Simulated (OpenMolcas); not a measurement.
# Rh⁴⁺ among point charges: CASSCF and CASPT2 levels and susceptibility

Aim: the splitting of the states of Rh⁴⁺ in the field of 4 point charges, its lowest levels with spin-orbit coupling and its magnetic susceptibility.

Method: state-averaged CASSCF and CASPT2, spin-orbit coupling by RASSI with atomic mean-field integrals. Code: OpenMolcas 26.06.

## 1. The atom as given

- Species: Rh⁴⁺ (rhodium, Z = 45, 41 electrons)
- Basis: ANO-RCC-VDZP [6s5p3d1f], 43 functions
- Scalar Hamiltonian: DKH2, point nucleus
- Inactive shells: 1s 2s 2p 3s 3p 3d 4s 4p
- Active space: 5 electrons in 5 orbitals (4d)
- Some configurations of this space: 4d5
- Orbitals: optimised for each spin and parity, averaged over all roots

The outer shells:

4d5
```
4d [↑ ][↑ ][↑ ][↑ ][↑ ]
```

The ion sits among 4 point charges of -2.5 e arranged as a square (D4h), 1.93 Å from the ion.

Each step is its own input file, run in one work folder so that later steps find the files of earlier ones. Labels, J, g values, rates, χT and fits are worked out afterwards by a script from the matrices that RASSI stores. The input lists half of the charges; inversion (Group=XYZ) makes the rest.

## 2. Basis and integrals

The input, a.inp:

```
&GATEWAY
Coord
1

Rh 0.0 0.0 0.0
Basis=ANO-RCC-VDZP
Group=XYZ
NoMove
AngMom=0.0 0.0 0.0
AMFI
XField
2 Angstrom 0
1.930000 0.000000 0.000000 -2.500000
0.000000 1.930000 0.000000 -2.500000
&SEWARD
```

The run is started by

```
$ OMP_NUM_THREADS=1 MOLCAS_MEM=1689 MOLCAS_PROJECT=a pymolcas a.inp > a.log
```

## 3. Reference wave functions, sextets of even parity, 1 root

The input, a.inp:

```
&RASSCF
FileOrb=start.orb
Symmetry=1
Spin=6
nActEl=5 0 0
Inactive=9 9
Ras2=5 0
CIRoot=1 1 1
SDav=1
CIMx=300
Iter=120 100
PrWF=0.3
OrbListing=Nothing
MaxOrb=0
>>> COPY $Project.JobIph JOB001
```

start.orb holds the contracted functions of the basis, ordered by shell, or the orbitals of the step before.

## 4. CASSCF: quartets of even parity, 24 roots

The input, a.inp:

```
&RASSCF
FileOrb=start.orb
Symmetry=1
Spin=4
nActEl=5 0 0
Inactive=9 9
Ras2=5 0
CIRoot=24 24 1
SDav=24
CIMx=300
Iter=120 100
PrWF=0.3
OrbListing=Nothing
MaxOrb=0
>>> COPY $Project.JobIph JOB002
```

## 5. Reference wave functions, doublets of even parity, 75 roots

The input, a.inp:

```
&RASSCF
FileOrb=start.orb
Symmetry=1
Spin=2
nActEl=5 0 0
Inactive=9 9
Ras2=5 0
CIRoot=75 75 1
SDav=75
CIMx=300
Iter=120 100
PrWF=0.3
OrbListing=Nothing
MaxOrb=0
>>> COPY $Project.JobIph JOB003
```

## 6. State interaction with spin-orbit coupling

The input, a.inp:

```
&RASSI
NrOfJobIphs=3 1 24 75
1
1 2 3 4 5 6 7 8 9 10 11 12 13 14 15 16 17 18 19 20 21 22 23 24
1 2 3 4 5 6 7 8 9 10 11 12 13 14 15 16 17 18 19 20 21 22 23 24 25 26 27
28 29 30 31 32 33 34 35 36 37 38 39 40 41 42 43 44 45 46 47 48 49 50 51
52 53 54 55 56 57 58 59 60 61 62 63 64 65 66 67 68 69 70 71 72 73 74 75
IphNames
JOB001
JOB002
JOB003
EJob
SpinOrbit
DIPRint=1.0
SOCoupling=1000.0
Subsets=2
Property=9
'ANGMOM' 1 'ANGMOM' 2 'ANGMOM' 3 'MLTPL  1' 1 'MLTPL  1' 2 'MLTPL  1' 3
'AMFI' 1 'AMFI' 2 'AMFI' 3
SOProperty=3
'ANGMOM' 1 'ANGMOM' 2 'ANGMOM' 3
```

## 7. CASPT2: IPEA 0.25, imaginary shift 0.1 (closed shells correlated: 4s 4p)

The input, a.inp:

```
>>> COPY JOB001 $Project.JobIph
&CASPT2
Multistate=1 1
Frozen=8 6
IPEA=0.25
Imaginary=0.1
MaxIter=60
WThr=0.0 0.3 0.05
PrWF=0.5
NoMix
>>> COPY JOB002 $Project.JobIph
&CASPT2
Multistate=24 1 2 3 4 5 6 7 8 9 10 11 12 13 14 15 16 17 18 19 20 21 22
23 24
NoMult
Frozen=8 6
IPEA=0.25
Imaginary=0.1
MaxIter=60
WThr=0.0 0.3 0.05
PrWF=0.5
NoMix
>>> COPY JOB003 $Project.JobIph
&CASPT2
Multistate=75 1 2 3 4 5 6 7 8 9 10 11 12 13 14 15 16 17 18 19 20 21 22
23 24 25 26 27 28 29 30 31 32 33 34 35 36 37 38 39 40 41 42 43 44 45 46
47 48 49 50 51 52 53 54 55 56 57 58 59 60 61 62 63 64 65 66 67 68 69 70
71 72 73 74 75
NoMult
Frozen=8 6
IPEA=0.25
Imaginary=0.1
MaxIter=60
WThr=0.0 0.3 0.05
PrWF=0.5
NoMix
```

(Steps that only read results are left out.)

**Question.** What will these runs give? Wanted: spin-free ground state; lowest level; next level.

As calculated:

| quantity | value |
| --- | --- |
| method | SS-CASPT2, IPEA 0.25, imaginary shift 0.1 (closed shells correlated: 4s 4p) |
| spin-free ground state | 6A1, 1-fold in its orbital part |
| lowest level | 2-fold E1/2, g = 1.99, 5.97, 5.97 |
| next level | 15.6 cm⁻¹ |
| χT at 300 K | 4.34 cm³ K/mol |
| effective moment at 300 K | 5.89 μB |

Cost by method:

```csv
method,time of its own steps,time with the reference
A. CASSCF,22 s,22 s
"B. SS-CASPT2, IPEA 0.25, imaginary shift 0.1, +4s 4p",5.6 s,27 s
```

Times are of one thread on a shared host.

The spin-free ground state (6A1) comes to 100 % from free-ion S terms and keeps the highest spin of the shell. χT at 300 K is 4.34, against 4.39 cm³ K/mol for the spin alone, as a half-filled shell (L = 0) has no orbital moment. An active space of the d shell alone favours high spin; real ions in strong fields can be low spin. The field of point charges can differ much from that of real complexes. With metal d orbitals alone active, the gaps between spin states are rough; where two lie within a few thousand cm-1, their order is open. Point charges carry no covalency, so the field is a model and not that of real ligands.
